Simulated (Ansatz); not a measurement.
**Alloy of Si and Ge (48 of 64 Si sites exchanged), 64 atoms**

Wanted: the relaxed alloy cell and its gap (PBEsol and HSE06).

Method: density functional theory in Ansatz 0.2.0, PAW datasets, plane waves.

## (1) The starting cell

64 atoms (16 Si, 48 Ge); a = 11.230 Å, b = 11.230 Å, c = 11.230 Å, α = 90.00°, β = 90.00°, γ = 90.00°. All atoms were shaken off their sites by about 0.02 Å along each axis.

Plan of the steps: (2) PBEsol cell relaxation at the single k point (¼, ¼, ¼), on 1 × NVIDIA GB300 Max-Q with 8 threads of Arm Neoverse-V2; (3) HSE06 single point at the Γ point alone, on 1 × NVIDIA GB300 Max-Q with 8 threads of Arm Neoverse-V2.

## (2) PBEsol relaxation of the cell and the positions

The input, in.yaml:

```yaml
crystal:
  lattice:
    - [11.229783, 0.000000, 0.000000]
    - [0.000000, 11.229783, 0.000000]
    - [0.000000, 0.000000, 11.229783]
  atoms:
    - { symbol: Si, position: [0.994163, 0.000893, 0.998247] }
    - { symbol: Si, position: [0.499665, 0.000697, 0.001786] }
    - { symbol: Si, position: [0.499145, 0.499044, 0.001014] }
    - { symbol: Si, position: [0.620855, 0.625022, 0.127347] }
    - { symbol: Si, position: [0.251017, 0.251148, 0.502632] }
    - { symbol: Si, position: [0.248557, 0.750819, 0.999456] }
    - { symbol: Si, position: [0.246672, 0.749755, 0.498783] }
    - { symbol: Si, position: [0.749494, 0.247952, 0.002349] }
    - { symbol: Si, position: [0.877954, 0.373803, 0.125273] }
    - { symbol: Si, position: [0.250314, 0.998414, 0.250205] }
    - { symbol: Si, position: [0.250482, 0.997472, 0.750477] }
    - { symbol: Si, position: [0.746821, 0.498166, 0.251140] }
    - { symbol: Si, position: [0.750170, 0.498243, 0.751725] }
    - { symbol: Si, position: [0.375144, 0.625094, 0.373239] }
    - { symbol: Si, position: [0.373632, 0.624470, 0.873546] }
    - { symbol: Si, position: [0.000431, 0.251137, 0.250385] }
    - { symbol: Ge, position: [0.997726, 0.000596, 0.499701] }
    - { symbol: Ge, position: [0.999281, 0.497410, 0.999316] }
    - { symbol: Ge, position: [0.001791, 0.502221, 0.503314] }
    - { symbol: Ge, position: [0.500471, 0.001793, 0.497406] }
    - { symbol: Ge, position: [0.498889, 0.501048, 0.499137] }
    - { symbol: Ge, position: [0.124523, 0.124817, 0.123417] }
    - { symbol: Ge, position: [0.123139, 0.123642, 0.625132] }
    - { symbol: Ge, position: [0.126085, 0.624856, 0.125405] }
    - { symbol: Ge, position: [0.122331, 0.622951, 0.624855] }
    - { symbol: Ge, position: [0.622678, 0.126377, 0.128234] }
    - { symbol: Ge, position: [0.626369, 0.125699, 0.622620] }
    - { symbol: Ge, position: [0.624979, 0.626228, 0.625137] }
    - { symbol: Ge, position: [0.253051, 0.250965, 0.998831] }
    - { symbol: Ge, position: [0.752658, 0.250037, 0.499845] }
    - { symbol: Ge, position: [0.752863, 0.750794, 0.999696] }
    - { symbol: Ge, position: [0.749364, 0.751613, 0.500979] }
    - { symbol: Ge, position: [0.378176, 0.375125, 0.124466] }
    - { symbol: Ge, position: [0.375743, 0.375394, 0.624774] }
    - { symbol: Ge, position: [0.374617, 0.873956, 0.126885] }
    - { symbol: Ge, position: [0.376976, 0.872938, 0.625630] }
    - { symbol: Ge, position: [0.875238, 0.373104, 0.622459] }
    - { symbol: Ge, position: [0.880219, 0.876583, 0.126319] }
    - { symbol: Ge, position: [0.878085, 0.875240, 0.624682] }
    - { symbol: Ge, position: [0.251028, 0.499749, 0.247467] }
    - { symbol: Ge, position: [0.250795, 0.501385, 0.751927] }
    - { symbol: Ge, position: [0.750618, 0.999032, 0.249859] }
    - { symbol: Ge, position: [0.753267, 0.002116, 0.751181] }
    - { symbol: Ge, position: [0.374271, 0.122209, 0.372428] }
    - { symbol: Ge, position: [0.374067, 0.126782, 0.872819] }
    - { symbol: Ge, position: [0.873350, 0.124363, 0.374618] }
    - { symbol: Ge, position: [0.873594, 0.124879, 0.874380] }
    - { symbol: Ge, position: [0.872974, 0.622691, 0.373185] }
    - { symbol: Ge, position: [0.876099, 0.625495, 0.874500] }
    - { symbol: Ge, position: [0.999099, 0.246312, 0.750056] }
    - { symbol: Ge, position: [0.998742, 0.748647, 0.251654] }
    - { symbol: Ge, position: [0.002914, 0.750170, 0.752480] }
    - { symbol: Ge, position: [0.496897, 0.252343, 0.247652] }
    - { symbol: Ge, position: [0.498218, 0.249456, 0.745165] }
    - { symbol: Ge, position: [0.499242, 0.747377, 0.250537] }
    - { symbol: Ge, position: [0.496506, 0.749996, 0.749412] }
    - { symbol: Ge, position: [0.126231, 0.374957, 0.376981] }
    - { symbol: Ge, position: [0.123596, 0.376575, 0.874894] }
    - { symbol: Ge, position: [0.121936, 0.874251, 0.375252] }
    - { symbol: Ge, position: [0.125846, 0.875158, 0.877937] }
    - { symbol: Ge, position: [0.625604, 0.378204, 0.374863] }
    - { symbol: Ge, position: [0.622113, 0.376648, 0.877184] }
    - { symbol: Ge, position: [0.623891, 0.874523, 0.376172] }
    - { symbol: Ge, position: [0.622716, 0.874087, 0.874758] }
  symmetry: { detect: false }
kpoints:
  mp_grid: { grid: [1, 1, 1], shift: [0.25, 0.25, 0.25] }
hamiltonian:
  xc: pbesol
scf:
  occupations: { method: fermi_dirac, width: 0.01 }
relax:
  f_tol: 0.03
  max_steps: 80
  escape_saddle: false
  adjacent_minimum: "off"
  cell: { fix: [shape] }
output:
  forces: true
  eigenvalues: true
  populations: true
```

Started as:

```bash
$ ansatz run in.yaml --threads 8 --pin off --max-ram 76000MiB --runs-dir r --events-out ev --progress --plain --backend cuda --devices 0,
```

After this run come: HSE06 single point.

What does the calculation give? Wanted: for each run, top filled to lowest empty.

As calculated:

```
             level         time   k points  top filled to lowest empty (eV)
PBEsol, relaxation  7.9 s (GPU)  (¼, ¼, ¼)                             0.83
             HSE06   40 s (GPU)          Γ                             1.03
```

```
     quantity                                                                         value
   relaxation                                              4 recorded steps, 0.87 eV gained
largest shift                                                0.09 Å (Si15 and others alike)
 relaxed cell  a = 11.211 Å, b = 11.211 Å, c = 11.211 Å, α = 90.00°, β = 90.00°, γ = 90.00°
   mean bonds                                       Ge–Ge 2.448, Ge–Si 2.406, Si–Si 2.370 Å
```

Relaxation gains 0.87 eV, with shifts up to 0.09 Å (Si15 and others alike), while the volume changes by -0.5 %. The mean lengths of the listed bonds run from Si–Si 2.37 Å to Ge–Ge 2.45 Å. The relaxation ran on other k points, so part of any difference from the later rows can come from the mesh. Spin–orbit coupling is left out, which matters for the band edges of the heavier elements here. With one k point the spacing samples only the states that fold onto it, so it can exceed the gap over the zone.
